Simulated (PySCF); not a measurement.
# CH₇ClSi₂: runs on many settings

Aim: see how CH₇ClSi₂ (`[SiH3]C([SiH3])Cl`) answers to the choice of functional, basis, grid and SCF options, and what happens with inputs that are wrong on purpose.

Computed with PySCF 2.14.0, with density-fitted response routines of our own, on a single molecule in the gas phase. Atoms count from 0, in the outputs and in this text.

## (1) Starting geometry

11 atoms, charge 0, multiplicity 1; geometry from: GFN2-xTB.

Bonds of the start (Å): Si0–C1 1.91, C1–Si2 1.91, C1–Cl3 1.80, Si0–H4 1.46, Si0–H5 1.46, Si0–H6 1.46, C1–H7 1.09, Si2–H8 1.46, Si2–H9 1.46, Si2–H10 1.46.

## (2) Shielding tensors: PBE0/pcSseg-1

What the job is given:

```
{"job": {"kind": "nmr", "xc": "PBE0", "basis": "pcSseg-1"}, "charge": 0, "multiplicity": 1}
Si    -1.542293    -0.549280     0.310645
C     -0.144525     0.561372    -0.363146
Si     1.660759    -0.020604    -0.153842
Cl    -0.276190     2.131709     0.513535
H     -1.313804    -0.759981     1.737241
H     -1.492762    -1.814425    -0.423943
H     -2.817844     0.128449     0.086304
H     -0.336842     0.807494    -1.407819
H      1.914779    -0.224604     1.269502
H      1.811117    -1.270168    -0.901448
H      2.543031     1.012709    -0.692993
```

Method: GIAO PBE0/pcSseg-1 NMR shielding, non-relativistic, gas phase.

Run with:

```console
$ OMP_NUM_THREADS=1 python probes_run.py task.json out
```

One launch serves the whole session: the jobs run in the order shown.

What it wrote:

```text
coarse grid: 10304 points
cycle   1  E = -1080.9555154462  dE = -1.137e-02  |g| = 1.982e-01  |ddm| = 2.883e+00
cycle   2  E = -1080.9610654873  dE = -5.550e-03  |g| = 1.476e-01  |ddm| = 4.576e-01
cycle   3  E = -1080.9663195379  dE = -5.254e-03  |g| = 2.658e-02  |ddm| = 2.235e-01
cycle   4  E = -1080.9664504296  dE = -1.309e-04  |g| = 9.673e-03  |ddm| = 3.444e-02
cycle   5  E = -1080.9664688952  dE = -1.847e-05  |g| = 4.106e-03  |ddm| = 1.092e-02
cycle   6  E = -1080.9664732767  dE = -4.381e-06  |g| = 7.584e-04  |ddm| = 4.182e-03
final grid: 84416 points
cycle   7  E = -1080.9876643204  dE = -1.315e-05  |g| = 5.027e-03  |ddm| = 1.283e-02
cycle   8  E = -1080.9876589055  dE =  5.415e-06  |g| = 6.455e-03  |ddm| = 9.341e-03
cycle   9  E = -1080.9876695953  dE = -1.069e-05  |g| = 8.872e-04  |ddm| = 5.847e-03
cycle  10  E = -1080.9876697540  dE = -1.587e-07  |g| = 1.453e-04  |ddm| = 9.620e-04
cycle  11  E = -1080.9876697597  dE = -5.660e-09  |g| = 1.827e-05  |ddm| = 2.066e-04
cycle  12  E = -1080.9876697598  dE = -7.481e-11  |g| = 4.148e-06  |ddm| = 2.317e-05
converged SCF energy = -1080.9876697598

GIAO shielding tensors (ppm)
atom      isotropic    diamagn.    paramagn.     s11        s22        s33       span
  0 Si     412.188     879.242    -467.054    374.221    397.406    464.936     90.715
  1 C      161.947     255.394     -93.447    138.523    140.306    207.011     68.488
  2 Si     412.171     879.238    -467.067    374.246    397.344    464.923     90.677
  3 Cl     868.895    1147.273    -278.378    758.581    760.433   1087.670    329.089
  4 H       27.770      28.872      -1.102     24.470     26.481     32.360      7.890
  5 H       27.558      29.067      -1.510     23.734     25.445     33.495      9.761
  6 H       27.517      28.637      -1.121     23.805     25.776     32.969      9.165
  7 H       28.875      31.272      -2.396     24.066     26.976     35.583     11.517
  8 H       27.769      28.869      -1.100     24.469     26.479     32.358      7.888
  9 H       27.556      29.064      -1.508     23.732     25.443     33.493      9.761
 10 H       27.516      28.635      -1.120     23.804     25.775     32.968      9.164
```

It took 9.6 s on 1 thread of Arm Neoverse V1, shared host; peak memory 0.61 GiB.

The references, computed at this level on geometries of the same kind, shield at (ppm): 1H TMS 31.72, 13C TMS 186.9, 29Si TMS 349.2, 35Cl HCl 950. Their shielding less the atom's gives the shift. The references are single molecules in the gas phase. Atoms listed in one row are averaged.

```csv
atoms,environment,σ (ppm),δ (ppm),δ scaled to CDCl3
C1,sp3 CH bonded to Cl and 2 Si,161.9,25.0,22.5
"H4, H5, H6, H8, H9, H10",hydrogen on a silicon bonded to C,27.61,4.10,–
H7,hydrogen on an sp3 CH bonded to Cl and 2 Si,28.88,2.84,2.78
"Si0, Si2","silicon bonded to C, 3 H",412.2,-63.0,–
Cl3,chlorine bonded to C,869,81,–
```

The scaled column applies a straight-line fit of computed shieldings to shifts measured in CDCl3, with any fitted terms for Cl, Br or S neighbours (root-mean-square error 0.16 ppm for H, 1.9 ppm for C).

The run also stored atomic charges by several schemes (e):

```
   atoms  Mulliken    IAO  Hirshfeld  ESP fit
Si0, Si2      0.55   0.62       0.30     0.37
      C1     -0.76  -0.64      -0.17    -0.45
     Cl3     -0.14  -0.10      -0.05    -0.12
```

Mayer bond orders: Si0–C1 0.84, C1–Si2 0.84, C1–Cl3 0.94.

## (3) TDDFT and polarisability: PBE0/def2-SVPD

Same as in step 2 but for these lines:

```diff
@@ -1,2 +1,2 @@
-{"job": {"kind": "nmr", "xc": "PBE0", "basis": "pcSseg-1"}, "charge": 0, "multiplicity": 1}
+{"job": {"kind": "uv", "xc": "PBE0", "basis": "def2-SVPD", "nstates": 6, "ntriplets": 2}, "charge": 0, "multiplicity": 1}
 Si    -1.542293    -0.549280     0.310645
```

Method: TDDFT PBE0/def2-SVPD, vertical, gas phase, core orbitals frozen in the response.

What it wrote:

```text
coarse grid: 10304 points
cycle   1  E = -1080.5576160295  dE = -3.105e-02  |g| = 1.782e-01  |ddm| = 3.536e+00
cycle   2  E = -1080.5627262168  dE = -5.110e-03  |g| = 1.234e-01  |ddm| = 6.289e-01
cycle   3  E = -1080.5672231025  dE = -4.497e-03  |g| = 2.639e-02  |ddm| = 2.345e-01
cycle   4  E = -1080.5674224041  dE = -1.993e-04  |g| = 7.807e-03  |ddm| = 5.774e-02
cycle   5  E = -1080.5674372023  dE = -1.480e-05  |g| = 2.710e-03  |ddm| = 1.506e-02
cycle   6  E = -1080.5674390528  dE = -1.850e-06  |g| = 8.755e-04  |ddm| = 4.939e-03
final grid: 84416 points
cycle   7  E = -1080.6894057342  dE = -7.062e-06  |g| = 4.775e-03  |ddm| = 3.889e-02
cycle   8  E = -1080.6893982685  dE =  7.466e-06  |g| = 7.078e-03  |ddm| = 1.581e-02
cycle   9  E = -1080.6894118563  dE = -1.359e-05  |g| = 5.076e-04  |ddm| = 9.308e-03
cycle  10  E = -1080.6894119298  dE = -7.351e-08  |g| = 6.431e-05  |ddm| = 8.272e-04
cycle  11  E = -1080.6894119311  dE = -1.316e-09  |g| = 1.826e-05  |ddm| = 1.640e-04
cycle  12  E = -1080.6894119312  dE = -9.936e-11  |g| = 2.886e-06  |ddm| = 4.025e-05
converged SCF energy = -1080.6894119312

Static polarisability (au): isotropic 81.218, principal 68.809 86.190 88.653

Singlet excitations
state   eV       nm        f      main configurations
  1   6.2694    197.8   0.01573   H->L 0.88, H->L+1 0.10
  2   6.7075    184.8   0.00920   H-1->L 0.88, H-1->L+1 0.09
  3   6.9461    178.5   0.00541   H->L+1 0.88, H->L 0.10
  4   7.4242    167.0   0.00809   H-1->L+1 0.88, H-1->L 0.10
  5   7.4327    166.8   0.05407   H->L+2 0.86, H->L+3 0.11
  6   7.7678    159.6   0.05851   H->L+3 0.87, H->L+2 0.11

Triplet excitations (Tamm-Dancoff, eV): 5.5981 6.0297
```

Wall time 11 s (1 thread of Arm Neoverse V1, shared host); peak memory 0.66 GiB.

Frontier orbitals and where they lie:

| orbital | eV | atoms |
| --- | --- | --- |
| HOMO−3 | -9.88 | Si2 17 %, Si0 17 %, Cl3 13 % |
| HOMO−2 | -9.66 | Si2 20 %, Si0 20 %, H10 17 % |
| HOMO−1 | -8.47 | Cl3 65 %, C1 17 %, H7 6 % |
| HOMO | -8.01 | Cl3 53 %, C1 22 %, Si0 9 % |
| LUMO | -0.29 | Cl3 28 %, C1 16 %, Si2 14 % |
| LUMO+1 | 0.28 | Cl3 28 %, C1 17 %, Si0 15 % |
| LUMO+2 | 0.51 | Si2 27 %, Si0 27 %, H6 10 % |

With each of the 6 states as a Gaussian band of 0.4 eV half-width at 1/e, the curve within the window shown has maxima at 193 nm (ε 820), 164 nm (ε 4,100) L/(mol cm). Beyond the last state computed it falls off for lack of states. The curve at chosen wavelengths:

| nm | ε (L/mol/cm) |
| --- | --- |
| 154 | 1551 |
| 157 | 2666 |
| 159 | 3352 |
| 162 | 4009 |
| 164 | 4113 |
| 167 | 3781 |
| 170 | 3050 |
| 172 | 2490 |
| 175 | 1740 |
| 177 | 1368 |
| 180 | 1017 |
| 183 | 858 |
| 185 | 817 |
| 188 | 805 |
| 190 | 812 |
| 193 | 819 |
| 196 | 800 |
| 198 | 764 |
| 201 | 675 |
| 203 | 596 |
| 206 | 465 |
| 209 | 335 |
| 211 | 259 |
| 214 | 165 |
| 216 | 118 |
| 219 | 68 |

Ground-state properties from the same run:

| property | computed |
| --- | --- |
| dipole moment (D) | 1.58 |
| polarisability (Å³) | 12.04 |
| HOMO–LUMO gap (eV) | 7.72 |
| −ε(HOMO) (eV) | 8.01 |

## (4) NMR shieldings: BP86/6-31G

Same as in step 3 but for these lines:

```diff
@@ -1,2 +1,2 @@
-{"job": {"kind": "uv", "xc": "PBE0", "basis": "def2-SVPD", "nstates": 6, "ntriplets": 2}, "charge": 0, "multiplicity": 1}
+{"job": {"kind": "nmr", "xc": "BP86", "basis": "6-31G", "pop": false, "scf": {"max_cycle": 59}}, "charge": 1, "multiplicity": 1}
 Si    -1.542293    -0.549280     0.310645
```

Level: BP86/6-31G.

What it wrote:

```text
RuntimeError: Electron number 57 and spin 0 are not consistent
Note mol.spin = 2S = Nalpha - Nbeta, not 2S+1
```

Wall time 0.02 s (1 thread of Arm Neoverse V1, shared host).

Diagnosis: Charge and multiplicity don't fit the number of electrons: an even count needs an odd multiplicity, and the reverse. The remedy is to mend the charge or the multiplicity.

## (5) Nuclear shieldings: OPBE/def2-TZVP

Same as in step 4 but for these lines:

```diff
@@ -1,2 +1,2 @@
-{"job": {"kind": "nmr", "xc": "BP86", "basis": "6-31G", "pop": false, "scf": {"max_cycle": 59}}, "charge": 1, "multiplicity": 1}
+{"job": {"kind": "nmr", "xc": "OPBE", "basis": "def2-TZVP", "pop": false, "scf": {"aux": "def2-universal-jkfit", "level_shift": 0.3}}, "charge": 0, "multiplicity": 1}
 Si    -1.542293    -0.549280     0.310645
```

Level: GIAO OPBE/def2-TZVP NMR shielding, non-relativistic, gas phase.

What it wrote:

```text
final grid: 84416 points
cycle   1  E = -1081.3715510886  dE = -3.116e-02  |g| = 3.104e-01  |ddm| = 2.418e+00
cycle   2  E = -1081.3940290634  dE = -2.248e-02  |g| = 2.340e-01  |ddm| = 4.726e-01
cycle   3  E = -1081.4051233316  dE = -1.109e-02  |g| = 5.944e-02  |ddm| = 1.538e-01
cycle   4  E = -1081.4063111367  dE = -1.188e-03  |g| = 1.707e-02  |ddm| = 6.585e-02
cycle   5  E = -1081.4064049593  dE = -9.382e-05  |g| = 4.050e-03  |ddm| = 2.187e-02
cycle   6  E = -1081.4064102626  dE = -5.303e-06  |g| = 1.346e-03  |ddm| = 7.100e-03
cycle   7  E = -1081.4064112172  dE = -9.546e-07  |g| = 4.457e-04  |ddm| = 3.155e-03
cycle   8  E = -1081.4064113828  dE = -1.656e-07  |g| = 1.790e-04  |ddm| = 1.425e-03
cycle   9  E = -1081.4064114149  dE = -3.210e-08  |g| = 7.996e-05  |ddm| = 6.836e-04
cycle  10  E = -1081.4064114219  dE = -6.985e-09  |g| = 3.863e-05  |ddm| = 3.328e-04
cycle  11  E = -1081.4064114235  dE = -1.627e-09  |g| = 1.822e-05  |ddm| = 1.654e-04
cycle  12  E = -1081.4064114239  dE = -3.770e-10  |g| = 9.003e-06  |ddm| = 8.284e-05
level shift removed, Fock matrix diagonalised once more
converged SCF energy = -1081.4064114239

GIAO shielding tensors (ppm)
atom      isotropic    diamagn.    paramagn.     s11        s22        s33       span
  0 Si     405.837     881.528    -475.691    367.172    393.014    457.326     90.154
  1 C      164.726     236.153     -71.427    142.769    144.482    206.928     64.159
  2 Si     405.823     881.523    -475.700    367.206    392.949    457.314     90.109
  3 Cl     845.277    1145.822    -300.545    719.319    739.187   1077.325    358.006
  4 H       27.606      30.552      -2.946     24.670     26.212     31.937      7.267
  5 H       27.251      30.372      -3.121     23.684     25.100     32.968      9.284
  6 H       27.340      29.463      -2.122     24.082     25.590     32.348      8.266
  7 H       28.754      27.691       1.063     23.930     27.314     35.019     11.089
  8 H       27.605      30.548      -2.943     24.670     26.211     31.934      7.265
  9 H       27.249      30.369      -3.120     23.682     25.098     32.967      9.285
 10 H       27.339      29.460      -2.121     24.082     25.589     32.346      8.265
```

Wall time 21 s (1 thread of Arm Neoverse V1, shared host); peak memory 0.55 GiB.

This run: σ C1 164.7, Si0 405.8, Cl3 845, H4 27.40, H7 28.75 ppm (means over like atoms).

## (6) Shielding tensors: KT2/Sadlej pVTZ

Same as in step 5 but for these lines:

```diff
@@ -1,2 +1,2 @@
-{"job": {"kind": "nmr", "xc": "OPBE", "basis": "def2-TZVP", "pop": false, "scf": {"aux": "def2-universal-jkfit", "level_shift": 0.3}}, "charge": 0, "multiplicity": 1}
+{"job": {"kind": "nmr", "xc": "KT2", "basis": "Sadlej pVTZ", "pop": true}, "charge": 0, "multiplicity": 1}
 Si    -1.542293    -0.549280     0.310645
```

Level: GIAO KT2/Sadlej pVTZ NMR shielding, non-relativistic, gas phase.

What it wrote:

```text
coarse grid: 10304 points
cycle   1  E = -1090.6668942272  dE =  3.274e-02  |g| = 2.543e-01  |ddm| = 9.118e+00
cycle   2  E = -1090.6574255599  dE =  9.469e-03  |g| = 3.267e-01  |ddm| = 1.690e+00
cycle   3  E = -1090.6860074328  dE = -2.858e-02  |g| = 7.790e-02  |ddm| = 8.453e-01
cycle   4  E = -1090.6875685040  dE = -1.561e-03  |g| = 3.154e-02  |ddm| = 2.152e-01
cycle   5  E = -1090.6878319264  dE = -2.634e-04  |g| = 7.099e-03  |ddm| = 6.098e-02
cycle   6  E = -1090.6878491206  dE = -1.719e-05  |g| = 1.006e-03  |ddm| = 2.022e-02
cycle   7  E = -1090.6878494966  dE = -3.759e-07  |g| = 1.676e-04  |ddm| = 4.430e-03
final grid: 84416 points
cycle   8  E = -1090.7026127374  dE = -6.388e-05  |g| = 2.122e-02  |ddm| = 3.236e-01
cycle   9  E = -1090.7023358348  dE =  2.769e-04  |g| = 3.750e-02  |ddm| = 1.051e-01
cycle  10  E = -1090.7026963546  dE = -3.605e-04  |g| = 5.290e-03  |ddm| = 7.653e-02
cycle  11  E = -1090.7027047087  dE = -8.354e-06  |g| = 8.996e-04  |ddm| = 1.151e-02
cycle  12  E = -1090.7027049302  dE = -2.215e-07  |g| = 2.646e-04  |ddm| = 2.233e-03
cycle  13  E = -1090.7027049551  dE = -2.493e-08  |g| = 1.967e-05  |ddm| = 8.057e-04
cycle  14  E = -1090.7027049552  dE = -1.210e-10  |g| = 4.691e-06  |ddm| = 8.842e-05
converged SCF energy = -1090.7027049552

GIAO shielding tensors (ppm)
atom      isotropic    diamagn.    paramagn.     s11        s22        s33       span
  0 Si     424.959     929.044    -504.085    389.409    410.933    474.535     85.126
  1 C      169.872     151.113      18.760    146.432    146.934    216.251     69.819
  2 Si     424.942     929.036    -504.093    389.427    410.879    474.521     85.093
  3 Cl     847.899    1151.636    -303.737    736.514    738.724   1068.459    331.946
  4 H       27.668      40.460     -12.792     24.683     26.380     31.941      7.258
  5 H       27.353      39.623     -12.269     23.594     25.228     33.239      9.645
  6 H       27.435      35.507      -8.072     24.013     25.813     32.478      8.465
  7 H       28.122      30.824      -2.702     23.643     26.808     33.915     10.272
  8 H       27.667      40.449     -12.782     24.683     26.379     31.939      7.256
  9 H       27.351      39.619     -12.268     23.592     25.225     33.237      9.645
 10 H       27.434      35.498      -8.065     24.012     25.812     32.476      8.464
```

Wall time 30 s (1 thread of Arm Neoverse V1, shared host); peak memory 0.61 GiB.

In short: σ C1 169.9, Si0 425.0, Cl3 848, H4 27.48, H7 28.12 ppm (means over like atoms).

## (7) Run by run: NMR shifts

Shifts (ppm), means over like atoms, with basis size and wall time:

| run | C1 | H4 | H7 | Si0 | functions | time |
| --- | --- | --- | --- | --- | --- | --- |
| PBE0/pcSseg-1 | 25.0 | 4.10 | 2.84 | -63.0 | 124 | 9.6 s |
| OPBE/def2-TZVP | 26.0 | 4.48 | 3.12 | -62.5 | 184 | 21 s |
| KT2/Sadlej pVTZ | 29.3 | 4.57 | 3.93 | -77.2 | 183 | 30 s |

## (8) Results

| quantity | value |
| --- | --- |
| 13C shifts against TMS (PBE0/pcSseg-1) | 25.0 ppm |
| 1H shifts against TMS (PBE0/pcSseg-1, means over atoms taken as alike) | 4.10, 2.84 ppm |
| 29Si shifts against TMS (PBE0/pcSseg-1, means over atoms taken as alike) | -63.0 ppm |
| 35Cl shifts against HCl (PBE0/pcSseg-1) | 81 ppm |
| lowest singlet (PBE0/def2-SVPD) | 6.27 eV (198 nm), f = 0.016 |
| brightest single state of those computed | state 6, 7.77 eV, f = 0.059 |
| lowest triplet | 5.60 eV |
| range of the shift of Si0 (with its like atoms) | -77.2 to -62.5 ppm |
| property runs in this session | 5, of which 1 failed and 0 gave unsound results |

**Reading.** Single values in the summary come from the first sound run of each kind (PBE0/pcSseg-1; PBE0/def2-SVPD), which need not be the best level. At PBE0/pcSseg-1: The largest span, 329 ppm, is at Cl3, where the paramagnetic term is -278 ppm. The first singlet state (HOMO→LUMO 0.88, HOMO→LUMO+1 0.10) lies at 6.27 eV and is weak; of the 6 states computed, the strongest absorption comes from states 4 to 5 together at 7.43 eV (the last state computed absorbs too, and its partners may lie past the list). The lowest triplet lies 0.67 eV below the lowest singlet (triplets in Tamm-Dancoff, singlets in full TDDFT). Among the atoms with a shift in every run: In ppm, Si0 (with its like atoms) moves most: its shift spreads over 14.7 ppm, from -77.2 (KT2/Sadlej pVTZ) to -62.5 (OPBE/def2-TZVP).
